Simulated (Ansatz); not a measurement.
**MP2/STO-3G run of SnF2 (SMILES [F][Sn][F])**

Aim: the electronic atomisation energy of SnF2 at MP2/STO-3G, from 3 runs. 

The results are computed with Ansatz 0.2.0.

54 further runs of the same task are left out: 21 that didn't finish, 33 set aside as unsound or not needed.

### 1 The molecule

SnF2 has 3 atoms, charge 0, and is taken as a singlet. As SMILES, `[F][Sn][F]`. The shape comes from GFN2-xTB, which is rough for such elements, and wasn't checked as a minimum.

Bond lengths: Sn1–F2 2.077 Å, Sn1–F3 2.076 Å. Angles: F2–Sn1–F3 102.6°.

### 2 A single-point energy at MP2/STO-3G

in.yaml reads:

```yaml
crystal:
  periodic: [false, false, false]
  atoms:
    - symbol: Sn
      position_ang: [0.005290, -0.007560, -0.865150]
    - symbol: F
      position_ang: [1.618310, -0.021230, 0.443060]
    - symbol: F
      position_ang: [-1.623610, 0.028790, 0.422090]
basis:
  gaussian:
    orbitals: STO-3G
correlation:
  method: mp2
  frozen_orbitals: {F: 1, Sn: 18}
accuracy: high
```

The run is started by

```bash
ansatz run in.yaml --threads 1 --pin off --max-ram 2610MiB --events-out events.jsonl --progress --plain --runs-dir runs
```

Log:

```text
Warning: RAYON_NUM_THREADS=1 ignored (pool sized by the plan → 1); use --threads N
Functional definition: HF
  name "HF"
  exchange = exact_x
  correlation = 0
675 factors; integrals over basis functions are off by at most 4.9e-9 eV
mean field evaluation 1: about -167598.5915 eV, gradient 2.4e1 eV
mean field evaluation 2: about -167598.6922 eV, gradient 2.4e1 eV
mean field evaluation 4: about -167603.2946 eV, gradient 2.3e0 eV
mean field evaluation 8: about -167603.3692 eV, gradient 5.2e-4 eV
mean field -167603.36924287 eV, -6159.3102140315 hartree, gradient 1.4e-8 eV, S^2 0.000000; 0 other end points of the search recorded, 0 dependent functions left out; unrestricted orbitals would lower it
mean field evaluation 16: about -167603.3271 eV, gradient 5.2e0 eV
20 core orbitals not correlated: weight in the atoms' cores, before any rotation towards them, 1.000 or more for the frozen orbitals, at most 0.000 for the correlated occupied ones
reference -167603.36924287 eV, -6159.3102140315 hartree; 14, 14 occupied and 3, 3 virtual orbitals, 675 factors
second order -2.05643523 eV of doubles, -0.00000000 eV of singles
Total energy: -167605.42567810 eV, -6159.3857866323 hartree
```

Run time: 0.7 s. Hardware: 1 thread of Arm Neoverse V1, shared host; peak memory 0.1 GiB.

### 3 The F atom at the same level

input.yaml reads:

```yaml
crystal:
  periodic: [false, false, false]
  atoms:
    - symbol: F
      position_ang: [0.000000, 0.000000, 0.000000]
basis:
  gaussian: {orbitals: STO-3G}
total_charge: 0
magnetization: {spin_polarized: true, initial_magnetization: 1}
correlation: {method: mp2, frozen_orbitals: {F: 1}}
accuracy: high
```

Run the same way, it converges to -97.98651 Eh (log not shown).

### 4 The Sn atom, same level

in.yaml reads:

```yaml
crystal:
  periodic: [false, false, false]
  atoms:
    - {symbol: Sn, position_ang: [0.000000, 0.000000, 0.000000]}
basis:
  gaussian: {orbitals: STO-3G}
correlation: {method: mp2, frozen_orbitals: {Sn: 18}}
magnetization: {spin_polarized: true, initial_magnetization: 2}
accuracy: high
```

Run the same way, it converges to -5963.21349 Eh (log not shown).

### 5 Outcome

Level: MP2/STO-3G, 20 core orbitals frozen.

| quantity | value |
| --- | --- |
| molecule: total energy | -6159.38579 Eh |
| molecule: correlation energy (20 core orbitals frozen) | -75.6 mEh |
| F atom: total energy | -97.98651 Eh |
| F atom: correlation energy (1 core orbital frozen) | 0.0 mEh |
| F atom: ⟨S²⟩ of the reference determinant | 0.750 |
| Sn atom: total energy | -5963.21349 Eh |
| Sn atom: correlation energy (18 core orbitals frozen) | -7.4 mEh |
| Sn atom: ⟨S²⟩ of the reference determinant | 2.000 |
| electronic atomisation energy | 5.423 eV |

Taking the molecule apart into free atoms costs 5.42 eV (125 kcal/mol), before zero-point energy and without spin-orbit coupling. In a minimal basis such a difference can be off by several eV, whatever the method. The restricted solution (molecule) is unstable to spin breaking: an unrestricted one lies lower. Relativity is left out (molecule) although the molecule holds a heavy atom. Relativity is left out (Sn atom) although the molecule holds a heavy atom.
